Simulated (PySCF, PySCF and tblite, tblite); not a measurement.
# C3H5FO5S: conformers and averaged spectra

Which conformers does C3H5FO5S (`CO[C@@]1(F)COS(=O)(=O)O1`) populate, and what do their averaged NMR parameters look like?

Programs: PySCF 2.14.0 with density-fitted response routines of our own, and tblite 0.8.0. All values are computed, except where a source is named. Atoms count from 0 throughout.

## Step 1: The molecule as given

15 atoms, charge 0, multiplicity 1; geometry from: MMFF94s geometry.

Bonds of the start (Å): C0–H10 1.09, C0–H11 1.10, C0–H12 1.08, C0–O1 1.42, C2–C4 1.53, C2–F3 1.37, C2–O9 1.40, C4–H13 1.10, C4–H14 1.10, C4–O5 1.42, O1–C2 1.41, O5–S6 1.63, S6–O7 1.44, S6–O8 1.45, S6–O9 1.62.

## Step 2: GFN2-xTB relaxation, conformer 1

The job: settings as JSON, then the geometry in Å.

```
{"job": {"xc": "GFN2-xTB", "basis": "xTB", "kind": "relax"}, "charge": 0, "multiplicity": 1}
C     -1.561400    -1.161500     1.215900
O     -0.726800    -0.020200     1.094300
C     -0.408500     0.282600    -0.244900
F     -1.585200     0.427600    -0.936200
C      0.371900     1.595200    -0.329300
O      1.740600     1.221800    -0.251300
S      1.907000    -0.301800    -0.791600
O      2.444400    -0.244800    -2.126500
O      2.520900    -1.101400     0.255400
O      0.339600    -0.709800    -0.884300
H     -1.752500    -1.346900     2.277600
H     -2.537800    -0.976700     0.735500
H     -1.100800    -2.045000     0.798100
H      0.220000     2.086500    -1.305600
H      0.124300     2.302500     0.471100
```

Launch:

```sh
$ OMP_NUM_THREADS=1 python ens_run.py task.json out
```

One launch serves the whole session.

The log of the run:

```text
step      E/eV     max force
  0   -1015.62694    2.430
  1   -1015.78469    1.423
  2   -1015.81704    0.781
  3   -1015.83547    0.589
  4   -1015.84702    0.313
  5   -1015.85573    0.227
  6   -1015.86183    0.239
  7   -1015.86567    0.191
  8   -1015.86819    0.130
  9   -1015.87027    0.118
 10   -1015.87217    0.101
 11   -1015.87408    0.121
 12   -1015.87635    0.129
 13   -1015.87918    0.150
 14   -1015.88239    0.165
 15   -1015.88552    0.145
 16   -1015.88836    0.141
 17   -1015.89081    0.108
 18   -1015.89258    0.112
 19   -1015.89353    0.068
 20   -1015.89398    0.045
 21   -1015.89425    0.040
 22   -1015.89425    0.040
 23   -1015.89437    0.034
 24   -1015.89461    0.046
 25   -1015.89472    0.049
 26   -1015.89493    0.056
 27   -1015.89544    0.051
 28   -1015.89575    0.052
 29   -1015.89624    0.056
 30   -1015.89681    0.062
 31   -1015.89760    0.080
 32   -1015.89853    0.091
 33   -1015.89969    0.087
 34   -1015.90095    0.094
 35   -1015.90216    0.082
 36   -1015.90329    0.087
 37   -1015.90454    0.109
 38   -1015.90608    0.111
 39   -1015.90785    0.111
 40   -1015.90954    0.136
 41   -1015.91001    0.315
 42   -1015.91335    0.148
 43   -1015.91636    0.164
 44   -1015.92198    0.245
 45   -1015.92725    0.276
 46   -1015.93208    0.249
 47   -1015.93748    0.209
 48   -1015.94147    0.248
 49   -1015.94326    0.502
 50   -1015.94795    0.158
 51   -1015.94982    0.093
 52   -1015.95164    0.088
 53   -1015.95249    0.074
 54   -1015.95330    0.056
 55   -1015.95394    0.057
 56   -1015.95460    0.061
 57   -1015.95526    0.067
 58   -1015.95593    0.070
 59   -1015.95665    0.070
 60   -1015.95748    0.085
 61   -1015.95847    0.097
 62   -1015.95957    0.092
 63   -1015.96076    0.095
 64   -1015.96209    0.100
 65   -1015.96397    0.126
 66   -1015.96650    0.139
 67   -1015.96910    0.120
 68   -1015.97079    0.105
 69   -1015.97246    0.090
 70   -1015.97357    0.121
 71   -1015.97486    0.104
 72   -1015.97604    0.085
 73   -1015.97708    0.070
 74   -1015.97784    0.084
 75   -1015.97862    0.077
 76   -1015.97929    0.095
 77   -1015.97987    0.059
 78   -1015.98028    0.058
 79   -1015.98063    0.040
 80   -1015.98086    0.041
 81   -1015.98099    0.031
 82   -1015.98106    0.025
 83   -1015.98112    0.020
 84   -1015.98117    0.017
 85   -1015.98120    0.014
 86   -1015.98122    0.012
 87   -1015.98124    0.011
 88   -1015.98126    0.015
 89   -1015.98127    0.010
 90   -1015.98129    0.010
 91   -1015.98130    0.008
 92   -1015.98131    0.009
 93   -1015.98132    0.007
 94   -1015.98132    0.005
 95   -1015.98133    0.005
 96   -1015.98133    0.005
 97   -1015.98134    0.007
 98   -1015.98134    0.008
 99   -1015.98135    0.008
100   -1015.98137    0.010
101   -1015.98137    0.009
102   -1015.98138    0.007
103   -1015.98139    0.005
104   -1015.98139    0.004
```

Run time: 0.76 s. Hardware: 1 thread of Arm Neoverse V1, shared host.

Gain 0.354 eV; displacement 0.46 Å root mean square.

**GFN2-xTB relaxation, conformer 2**

The job: settings as JSON, then the geometry in Å.

```
{"job": {"xc": "GFN2-xTB", "basis": "xTB", "kind": "relax"}, "charge": 0, "multiplicity": 1}
C     -2.144000    -0.101100     0.108000
O     -1.451400     0.607300     1.111000
C     -0.029700     0.620600     0.938900
F      0.411900     1.680600     1.664800
C      0.652800    -0.652500     1.441400
O      1.930200    -0.648500     0.808700
S      1.843800     0.197900    -0.583800
O      2.845700     1.243900    -0.549500
O      1.749200    -0.760900    -1.662500
O      0.377600     0.860400    -0.380800
H     -2.075400     0.422000    -0.851000
H     -1.797900    -1.129400     0.010900
H     -3.214000    -0.127500     0.400400
H      0.772500    -0.652600     2.518800
H      0.124200    -1.552200     1.134700
```

The log of the run:

```text
step      E/eV     max force
  0   -1015.40332    2.375
  1   -1015.59463    1.404
  2   -1015.63133    0.710
  3   -1015.65019    0.658
  4   -1015.66258    0.347
  5   -1015.67081    0.269
  6   -1015.67597    0.177
  7   -1015.67780    0.102
  8   -1015.67891    0.083
  9   -1015.67965    0.075
 10   -1015.68040    0.081
 11   -1015.68121    0.092
 12   -1015.68207    0.099
 13   -1015.68285    0.067
 14   -1015.68357    0.063
 15   -1015.68434    0.078
 16   -1015.68518    0.110
 17   -1015.68600    0.102
 18   -1015.68677    0.066
 19   -1015.68753    0.079
 20   -1015.68829    0.069
 21   -1015.68895    0.067
 22   -1015.68947    0.051
 23   -1015.68996    0.052
 24   -1015.69052    0.062
 25   -1015.69118    0.068
 26   -1015.69194    0.076
 27   -1015.69286    0.075
 28   -1015.69403    0.101
 29   -1015.69548    0.108
 30   -1015.69714    0.098
 31   -1015.69901    0.108
 32   -1015.70141    0.119
 33   -1015.70474    0.172
 34   -1015.70877    0.199
 35   -1015.71254    0.174
 36   -1015.70553    0.495
 37   -1015.71692    0.146
 38   -1015.71849    0.106
 39   -1015.72105    0.084
 40   -1015.72395    0.130
 41   -1015.72610    0.153
 42   -1015.73018    0.152
 43   -1015.73467    0.131
 44   -1015.73552    0.410
 45   -1015.73967    0.334
 46   -1015.74304    0.140
 47   -1015.74575    0.153
 48   -1015.74884    0.182
 49   -1015.75086    0.130
 50   -1015.75255    0.091
 51   -1015.75369    0.082
 52   -1015.75439    0.064
 53   -1015.75486    0.084
 54   -1015.75519    0.051
 55   -1015.75558    0.041
 56   -1015.75587    0.047
 57   -1015.75641    0.067
 58   -1015.75695    0.069
 59   -1015.75773    0.094
 60   -1015.75903    0.123
 61   -1015.76121    0.157
 62   -1015.76399    0.215
 63   -1015.76880    0.195
 64   -1015.77280    0.159
 65   -1015.77720    0.178
 66   -1015.78018    0.163
 67   -1015.77688    0.465
 68   -1015.78568    0.124
 69   -1015.78770    0.077
 70   -1015.78983    0.214
 71   -1015.79110    0.081
 72   -1015.79199    0.067
 73   -1015.79478    0.065
 74   -1015.79573    0.071
 75   -1015.79670    0.079
 76   -1015.79750    0.080
 77   -1015.79858    0.080
 78   -1015.79953    0.070
 79   -1015.80158    0.092
 80   -1015.80267    0.090
 81   -1015.80477    0.122
 82   -1015.80671    0.126
 83   -1015.80911    0.152
 84   -1015.81202    0.126
 85   -1015.81433    0.106
 86   -1015.81598    0.084
 87   -1015.81695    0.097
 88   -1015.81804    0.093
 89   -1015.81902    0.083
 90   -1015.82023    0.070
 91   -1015.82099    0.099
 92   -1015.82189    0.114
 93   -1015.82297    0.133
 94   -1015.82504    0.201
 95   -1015.82783    0.141
 96   -1015.83148    0.160
 97   -1015.82256    0.583
 98   -1015.83923    0.190
 99   -1015.84384    0.164
100   -1015.84971    0.275
101   -1015.85556    0.341
102   -1015.87104    0.195
103   -1015.87030    0.664
104   -1015.88551    0.161
105   -1015.89092    0.168
106   -1015.89147    0.567
107   -1015.90380    0.132
108   -1015.90691    0.106
109   -1015.91082    0.114
110   -1015.91204    0.122
111   -1015.91574    0.171
112   -1015.91898    0.201
113   -1015.92270    0.175
114   -1015.92650    0.188
115   -1015.93078    0.171
116   -1015.93241    0.229
117   -1015.93684    0.230
118   -1015.93940    0.131
119   -1015.94236    0.121
120   -1015.94606    0.105
121   -1015.94739    0.115
122   -1015.94973    0.100
123   -1015.95126    0.178
124   -1015.95403    0.171
125   -1015.95703    0.163
126   -1015.96063    0.184
127   -1015.96280    0.155
128   -1015.96595    0.123
129   -1015.96863    0.119
130   -1015.96978    0.103
131   -1015.97101    0.087
132   -1015.97188    0.134
133   -1015.97270    0.081
134   -1015.97340    0.088
135   -1015.97391    0.051
136   -1015.97421    0.038
137   -1015.97421    0.038
138   -1015.97431    0.031
139   -1015.97440    0.047
140   -1015.97444    0.026
141   -1015.97447    0.021
142   -1015.97450    0.009
143   -1015.97451    0.010
144   -1015.97453    0.011
145   -1015.97454    0.007
146   -1015.97455    0.007
147   -1015.97455    0.007
148   -1015.97456    0.008
149   -1015.97457    0.008
150   -1015.97458    0.010
151   -1015.97459    0.009
152   -1015.97460    0.008
153   -1015.97460    0.006
154   -1015.97461    0.008
155   -1015.97462    0.009
156   -1015.97463    0.012
157   -1015.97465    0.014
158   -1015.97467    0.015
159   -1015.97470    0.014
160   -1015.97473    0.014
161   -1015.97476    0.015
162   -1015.97478    0.013
163   -1015.97480    0.014
164   -1015.97482    0.010
165   -1015.97483    0.012
166   -1015.97483    0.012
167   -1015.97484    0.009
168   -1015.97485    0.010
169   -1015.97486    0.010
170   -1015.97488    0.012
171   -1015.97491    0.018
172   -1015.97494    0.018
173   -1015.97496    0.012
174   -1015.97497    0.008
175   -1015.97499    0.008
176   -1015.97499    0.006
177   -1015.97500    0.004
```

Run time: 1.3 s. Hardware: 1 thread of Arm Neoverse V1, shared host.

The energy fell by 0.572 eV, and the atoms moved 0.87 Å (root mean square).

## Step 3: Shieldings, conformer 1: KT2/pcSseg-1 in acetone

The job: settings as JSON, then the geometry in Å.

```
{"job": {"xc": "KT2", "basis": "pcSseg-1", "solvent": "acetone", "kind": "nmr", "pop": true}, "charge": 0, "multiplicity": 1}
C     -1.771583    -1.089279     1.216246
O     -1.036840     0.127010     1.009009
C     -0.320579     0.189569    -0.128324
F     -1.179697     0.137700    -1.217595
C      0.477564     1.519889    -0.198151
O      1.828540     1.162548    -0.145779
S      1.956022    -0.239459    -0.912292
O      1.775136    -0.042520    -2.299054
O      3.058500    -0.972528    -0.437839
O      0.586242    -0.836237    -0.270862
H     -2.246366    -0.967151     2.185644
H     -2.523000    -1.211974     0.434685
H     -1.093540    -1.943042     1.220689
H      0.244276     2.025905    -1.140311
H      0.240911     2.147559     0.662023
```

The log of the run:

```text
coarse grid: 14504 points
cycle   1  E = -1002.4056132154  dE =  2.733e+00  |g| = 1.656e+00  |ddm| = 3.890e+00
cycle   2  E = -1000.9265291180  dE =  1.479e+00  |g| = 3.295e+00  |ddm| = 3.241e+00
cycle   3  E = -1002.8353486251  dE = -1.909e+00  |g| = 4.693e-01  |ddm| = 2.475e+00
cycle   4  E = -1002.8693688989  dE = -3.402e-02  |g| = 2.214e-01  |ddm| = 4.830e-01
cycle   5  E = -1002.8775145269  dE = -8.146e-03  |g| = 4.778e-02  |ddm| = 1.513e-01
cycle   6  E = -1002.8779624881  dE = -4.480e-04  |g| = 1.283e-02  |ddm| = 4.527e-02
cycle   7  E = -1002.8779825879  dE = -2.010e-05  |g| = 7.613e-03  |ddm| = 1.224e-02
cycle   8  E = -1002.8779930915  dE = -1.050e-05  |g| = 1.455e-03  |ddm| = 5.557e-03
cycle   9  E = -1002.8779934346  dE = -3.432e-07  |g| = 6.519e-04  |ddm| = 1.436e-03
final grid: 139880 points
cycle  10  E = -1003.1512529974  dE = -3.475e-04  |g| = 3.413e-02  |ddm| = 6.676e-02
cycle  11  E = -1003.1508298373  dE =  4.232e-04  |g| = 6.109e-02  |ddm| = 5.777e-02
cycle  12  E = -1003.1514307251  dE = -6.009e-04  |g| = 4.857e-03  |ddm| = 4.011e-02
cycle  13  E = -1003.1514344440  dE = -3.719e-06  |g| = 1.554e-03  |ddm| = 3.950e-03
cycle  14  E = -1003.1514348288  dE = -3.847e-07  |g| = 5.416e-04  |ddm| = 1.230e-03
cycle  15  E = -1003.1514348822  dE = -5.341e-08  |g| = 9.866e-05  |ddm| = 4.151e-04
cycle  16  E = -1003.1514348833  dE = -1.121e-09  |g| = 6.090e-05  |ddm| = 1.009e-04
cycle  17  E = -1003.1514348839  dE = -6.191e-10  |g| = 1.591e-05  |ddm| = 4.568e-05
converged SCF energy = -1003.1514348839

GIAO shielding tensors (ppm)
atom      isotropic    diamagn.    paramagn.     s11        s22        s33       span
  0 C      130.669     246.865    -116.197    101.136    105.240    185.630     84.494
  1 O      227.535     399.332    -171.798    167.220    236.967    278.417    111.196
  2 C       58.972     248.090    -189.117     43.955     62.559     70.402     26.447
  3 F      248.305     479.598    -231.293    147.942    252.802    344.170    196.228
  4 C      108.736     251.094    -142.358     91.006     99.007    136.194     45.188
  5 O      132.356     401.173    -268.816      0.572    101.073    295.423    294.851
  6 S      203.749    1054.957    -851.208     94.479    131.623    385.145    290.666
  7 O       97.550     398.543    -300.993     48.083    101.255    143.312     95.229
  8 O      110.604     396.202    -285.598     61.833    104.691    165.288    103.455
  9 O       86.775     409.446    -322.670    -15.730    109.486    166.570    182.301
 10 H       27.584      28.305      -0.721     23.723     25.208     33.821     10.097
 11 H       27.437      29.293      -1.857     23.103     25.477     33.730     10.627
 12 H       27.554      30.443      -2.889     22.699     26.445     33.518     10.819
 13 H       26.786      29.780      -2.994     23.438     26.100     30.820      7.381
 14 H       26.690      29.503      -2.813     23.081     26.383     30.605      7.524
```

It took 38 s on 1 thread of Arm Neoverse V1, shared host; peak memory 0.88 GiB.

In short: HOMO -7.56 eV, LUMO -0.64 eV; dipole 4.84 D.

Orbitals, density, ELF and potential are computed afterwards from the orbital file.

Frontier orbitals at KT2/pcSseg-1, with the share of their density that lies nearest to each atom:

| orbital | energy (eV) | lies on |
| --- | --- | --- |
| HOMO | -7.56 | O1 57 %; H11, H12 about 9 % each; O9 7 % |
| LUMO | -0.64 | S6 24 %; O8, O9 about 16 % each; O5, O7 about 13 % each |

ELF in a plane through or near 6 of the atoms.

Values, 10 rows by 14 columns:
```
0.00 0.00 0.00 0.00 0.00 0.00 0.00 0.00 0.00 0.00 0.00 0.00 0.00 0.00
0.00 0.00 0.00 0.00 0.00 0.00 0.00 0.00 0.00 0.00 0.00 0.00 0.00 0.00
0.00 0.00 0.00 0.00 0.06 0.19 0.07 0.02 0.00 0.00 0.00 0.00 0.00 0.00
0.00 0.00 0.00 0.00 0.12 0.88 0.49 0.07 0.33 0.44 0.00 0.00 0.00 0.00
0.00 0.00 0.00 0.11 0.43 0.47 0.92 0.54 0.78 0.68 0.25 0.37 0.01 0.00
0.00 0.00 0.01 0.13 0.48 0.45 0.53 0.66 0.30 0.40 0.25 0.58 0.04 0.00
0.00 0.00 0.01 0.26 0.26 0.18 0.48 0.85 0.03 0.98 0.79 0.05 0.00 0.00
0.00 0.00 0.03 0.43 0.67 0.27 0.20 0.47 0.01 0.98 0.89 0.01 0.00 0.00
0.00 0.00 0.00 0.19 0.40 0.15 0.00 0.00 0.00 0.00 0.00 0.00 0.00 0.00
0.00 0.00 0.00 0.00 0.00 0.00 0.00 0.00 0.00 0.00 0.00 0.00 0.00 0.00
```
The map spans 11.6 Å across and 9.3 Å up, centred on the molecule. Atoms in the plane (x, y in Å): C0 (2.4, -0.3), C2 (0.1, 0.3), C4 (-1.0, 1.2), S6 (-1.9, -1.0), O9 (-0.3, -1.0), H12 (2.1, -1.4).

On the surface of density 0.002 e/bohr³ the electrostatic potential runs, from the 1st to the 99th percentile, from -1.30 V near O7 to 1.67 V near H14.

## Step 4: Single-point energy, conformer 1: PBE0/def2-SVP in acetone

The job, as its differences from that of step 3:

```diff
@@ -1,2 +1,2 @@
-{"job": {"xc": "KT2", "basis": "pcSseg-1", "solvent": "acetone", "kind": "nmr", "pop": true}, "charge": 0, "multiplicity": 1}
+{"job": {"xc": "PBE0", "basis": "def2-SVP", "solvent": "acetone", "kind": "sp"}, "charge": 0, "multiplicity": 1}
 C     -1.771583    -1.089279     1.216246
```

The log of the run:

```text
coarse grid: 14504 points
cycle   1  E = -989.5476604016  dE =  2.819e+00  |g| = 1.432e+00  |ddm| = 4.593e+00
cycle   2  E = -988.9718211838  dE =  5.758e-01  |g| = 2.296e+00  |ddm| = 2.986e+00
cycle   3  E = -989.9116088979  dE = -9.398e-01  |g| = 2.295e-01  |ddm| = 1.976e+00
cycle   4  E = -989.9197873333  dE = -8.178e-03  |g| = 9.637e-02  |ddm| = 2.464e-01
cycle   5  E = -989.9214311697  dE = -1.644e-03  |g| = 1.098e-02  |ddm| = 7.110e-02
cycle   6  E = -989.9214541980  dE = -2.303e-05  |g| = 3.682e-03  |ddm| = 1.322e-02
cycle   7  E = -989.9214563743  dE = -2.176e-06  |g| = 1.552e-03  |ddm| = 3.732e-03
final grid: 139880 points
cycle   8  E = -990.0674790850  dE = -3.540e-05  |g| = 1.310e-02  |ddm| = 3.477e-02
cycle   9  E = -990.0674574456  dE =  2.164e-05  |g| = 1.715e-02  |ddm| = 2.167e-02
cycle  10  E = -990.0675110558  dE = -5.361e-05  |g| = 1.785e-03  |ddm| = 1.263e-02
cycle  11  E = -990.0675116674  dE = -6.116e-07  |g| = 4.033e-04  |ddm| = 1.786e-03
cycle  12  E = -990.0675116944  dE = -2.701e-08  |g| = 1.415e-04  |ddm| = 4.123e-04
cycle  13  E = -990.0675116981  dE = -3.744e-09  |g| = 3.003e-05  |ddm| = 1.326e-04
cycle  14  E = -990.0675116983  dE = -1.594e-10  |g| = 1.257e-05  |ddm| = 3.264e-05
converged SCF energy = -990.0675116983
```

Run time: 13 s. Hardware: 1 thread of Arm Neoverse V1, shared host; peak memory 0.78 GiB.

In short: HOMO -9.01 eV, LUMO 1.17 eV; dipole 4.81 D.

## Step 5: Shieldings, conformer 2: KT2/pcSseg-1 in acetone

The job: settings as JSON, then the geometry in Å.

```
{"job": {"xc": "KT2", "basis": "pcSseg-1", "solvent": "acetone", "kind": "nmr", "pop": false}, "charge": 0, "multiplicity": 1}
C     -2.257134     0.199133    -0.070362
O     -1.221738    -0.391222     0.730161
C     -0.095687     0.333963     0.856527
F     -0.377901     1.512671     1.530637
C      0.960570    -0.469601     1.658906
O      2.182308    -0.257055     1.012850
S      1.849461    -0.157409    -0.548824
O      2.814139     0.606627    -1.228660
O      1.481206    -1.432264    -1.038500
O      0.496571     0.712691    -0.330330
H     -2.591760     1.136168     0.377825
H     -1.894674     0.376816    -1.083387
H     -3.060373    -0.532004    -0.071345
H      1.033078    -0.104237     2.684110
H      0.677519    -1.526288     1.630368
```

The log of the run:

```text
coarse grid: 14504 points
cycle   1  E = -1002.4052701722  dE =  2.737e+00  |g| = 1.656e+00  |ddm| = 3.892e+00
cycle   2  E = -1000.9272444624  dE =  1.478e+00  |g| = 3.293e+00  |ddm| = 3.245e+00
cycle   3  E = -1002.8344969100  dE = -1.907e+00  |g| = 4.736e-01  |ddm| = 2.483e+00
cycle   4  E = -1002.8694474862  dE = -3.495e-02  |g| = 2.197e-01  |ddm| = 4.811e-01
cycle   5  E = -1002.8774596414  dE = -8.012e-03  |g| = 4.706e-02  |ddm| = 1.484e-01
cycle   6  E = -1002.8778970754  dE = -4.374e-04  |g| = 1.319e-02  |ddm| = 4.541e-02
cycle   7  E = -1002.8779197546  dE = -2.268e-05  |g| = 7.597e-03  |ddm| = 1.243e-02
cycle   8  E = -1002.8779300141  dE = -1.026e-05  |g| = 1.490e-03  |ddm| = 5.536e-03
cycle   9  E = -1002.8779303645  dE = -3.504e-07  |g| = 6.922e-04  |ddm| = 1.426e-03
final grid: 139880 points
cycle  10  E = -1003.1509699424  dE = -3.468e-04  |g| = 3.459e-02  |ddm| = 6.770e-02
cycle  11  E = -1003.1505402554  dE =  4.297e-04  |g| = 6.178e-02  |ddm| = 5.776e-02
cycle  12  E = -1003.1511529481  dE = -6.127e-04  |g| = 4.768e-03  |ddm| = 3.968e-02
cycle  13  E = -1003.1511564724  dE = -3.524e-06  |g| = 1.535e-03  |ddm| = 3.854e-03
cycle  14  E = -1003.1511568490  dE = -3.766e-07  |g| = 5.323e-04  |ddm| = 1.222e-03
cycle  15  E = -1003.1511569005  dE = -5.144e-08  |g| = 9.803e-05  |ddm| = 4.010e-04
cycle  16  E = -1003.1511569016  dE = -1.128e-09  |g| = 6.018e-05  |ddm| = 1.057e-04
cycle  17  E = -1003.1511569022  dE = -6.091e-10  |g| = 1.450e-05  |ddm| = 4.604e-05
converged SCF energy = -1003.1511569022

GIAO shielding tensors (ppm)
atom      isotropic    diamagn.    paramagn.     s11        s22        s33       span
  0 C      130.475     247.071    -116.596     99.392    106.381    185.653     86.261
  1 O      224.677     399.751    -175.073    158.214    241.959    273.859    115.645
  2 C       59.100     246.362    -187.262     41.166     63.289     72.847     31.681
  3 F      255.278     477.247    -221.969    139.050    268.271    358.513    219.463
  4 C      109.110     253.076    -143.966     90.594     99.309    137.425     46.832
  5 O      135.901     400.415    -264.514      5.593    105.676    296.434    290.840
  6 S      204.901    1055.865    -850.964     94.997    132.184    387.522    292.525
  7 O      110.790     396.039    -285.250     61.818    104.191    166.360    104.542
  8 O       97.766     401.302    -303.536     46.770    102.664    143.863     97.093
  9 O       93.061     409.321    -316.260    -14.010     74.338    218.853    232.863
 10 H       27.426      28.886      -1.460     22.990     25.382     33.907     10.917
 11 H       27.404      31.257      -3.852     22.570     26.467     33.176     10.606
 12 H       27.521      28.581      -1.060     23.753     25.072     33.738      9.985
 13 H       26.491      28.050      -1.559     23.113     25.628     30.732      7.619
 14 H       27.046      30.713      -3.666     23.581     26.721     30.836      7.255
```

Run time: 26 s. Hardware: 1 thread of Arm Neoverse V1, shared host; peak memory 1 GiB.

Key values: HOMO -7.53 eV, LUMO -0.62 eV; dipole 4.33 D.

(Part 1 of 2 ends here.)
